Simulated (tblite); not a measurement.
# C2H10GeOSi2: the cost of one run

Computed with tblite 0.8.0 and PySCF 2.14.0, with density-fitted response routines of our own, on a single molecule, in the gas phase or a continuum. Atoms count from 0, in the outputs and in this text.

## 1. The molecule as given

16 atoms, charge 0, multiplicity 1; geometry from: force field or distance geometry start.

Bonds of the start (Å): C0–C1 1.49, C1–O2 1.22, C1–Si3 1.85, Si3–Si4 2.24, Si4–Ge5 2.31, C0–H6 1.11, C0–H7 1.11, C0–H8 1.11, Si3–H9 1.48, Si3–H10 1.48, Si4–H11 1.47, Si4–H12 1.47, Ge5–H13 1.55, Ge5–H14 1.55, Ge5–H15 1.56.

## 2. Geometry optimisation with GFN2-xTB

The job: settings as JSON, then the geometry in Å.

```
{"job": {"kind": "relax", "xc": "GFN2-xTB", "basis": "xTB"}, "charge": 0, "multiplicity": 1}
C     -1.111900     1.580300    -1.555100
C     -0.806000     0.128500    -1.472000
O     -0.221600    -0.434000    -2.384500
Si    -1.249700    -0.848500     0.029900
Si     0.623100    -1.594400     1.006900
Ge     1.976700     0.222100     1.450900
H     -1.633400     1.942400    -0.640500
H     -1.775900     1.769400    -2.422700
H     -0.176100     2.157300    -1.681200
H     -1.977500    -0.007600     0.999900
H     -2.098000    -1.996800    -0.348100
H      1.315300    -2.507600     0.080600
H      0.293200    -2.294700     2.258800
H      1.253300     1.174700     2.429500
H      2.276200     0.983400     0.133200
H      3.304400    -0.265500     2.102900
```

The run is started by

```bash
> OMP_NUM_THREADS=1 python probes_run.py task.json out
```

One launch serves the whole session: the jobs run in the order shown.

**Question.** How long does this first job take on 1 thread of Arm Neoverse N1, shared host, and how much memory does it need?

About 1.3 s, with a peak of 0.18 GiB.
